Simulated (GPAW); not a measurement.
A calculation with GPAW 26.7.0 of KPt (cli, Cartesian positions):

The input KPt.xyz:

```xyz
2
Lattice="3.0008472788 0.0000000000 0.0000000000 -1.5004236394 2.5988099763 0.0000000000 0.0000000000 0.0000000000 5.3455780000" Properties=species:S:1:pos:R:3 pbc="T T T"
Pt     1.5004236396      0.8662699920      0.0000000000
K      0.0000000000      0.0000000000      2.6727890000
```

Potentials or basis: GPAW PAW data sets (gpaw-data 1.2.1), pw.

The run is started by

```bash
$ OMP_NUM_THREADS=1 gpaw run KPt.xyz -p 'mode=PW(600),xc=PBE,kpts={size:(10,10,5),gamma:True},occupations={name:fermi-dirac,width:0.05},nbands=24,convergence={density:1e-05,energy:1e-05},maxiter=150,txt=gpaw.txt' --properties efs -w gs.gpw
```

The cell comes from a database or a generator and needn't be the stable form of this composition.

Problem. Write the same calculation in another form: ASE script, structure typed inline.

Solution. As run:

File run.py:

```python
from ase import Atoms
from ase.dft.bandgap import bandgap
from ase.io import write
from ase.units import Bohr, GPa
from gpaw import GPAW, PW
from gpaw.elf import elf_from_dft_calculation

atoms = Atoms(['Pt', 'K'],
              cell=[[3.0008472788, 0.0, 0.0],
                    [-1.5004236394, 2.5988099763, 0.0],
                    [0.0, 0.0, 5.345578]],
              scaled_positions=[[0.6666666667, 0.3333333333, 0.0],
                                [0.0, 0.0, 0.5]],
              pbc=True)

calc = GPAW(mode=PW(600),
            xc='PBE',
            kpts={'size': (10, 10, 5), 'gamma': True},
            occupations={'name': 'fermi-dirac', 'width': 0.05},
            nbands=24,
            convergence={'density': 1e-05, 'energy': 1e-05},
            maxiter=150,
            txt='gpaw.txt')
atoms.calc = calc
energy = atoms.get_potential_energy()
forces = atoms.get_forces()
stress = atoms.get_stress()
calc.write('gs.gpw')
write('result.traj', atoms)
print(f'Energy: {energy:.6f} eV')
print('Forces (eV/A):')
print(forces.round(4))
print('Stress (GPa):', (stress / GPa).round(3))
print('Fermi level:', round(calc.get_fermi_level(), 4), 'eV')
print(f'Gap: {bandgap(calc)[0]:.4f} eV, direct: {bandgap(calc, direct=True)[0]:.4f} eV')

# fields on the real-space grid
write('density.cube', atoms, data=calc.get_pseudo_density() * Bohr**3)
write('potential.cube', atoms, data=calc.get_electrostatic_potential())
write('elf.cube', atoms, data=elf_from_dft_calculation(calc).data)
```

Potentials or basis: GPAW PAW data sets (gpaw-data 1.2.1), pw.

Command:

```console
$ OMP_NUM_THREADS=1 python run.py
```

Both were run:

|  | cli, Cartesian positions | ASE script, structure typed inline |
| --- | --- | --- |
| Pressure | 0.5 GPa | 0.5 GPa |
| Band gap on the k mesh | none (metal or under the smearing width) | none (metal or under the smearing width) |

Keys that steer only the numerical path or the files written may differ.
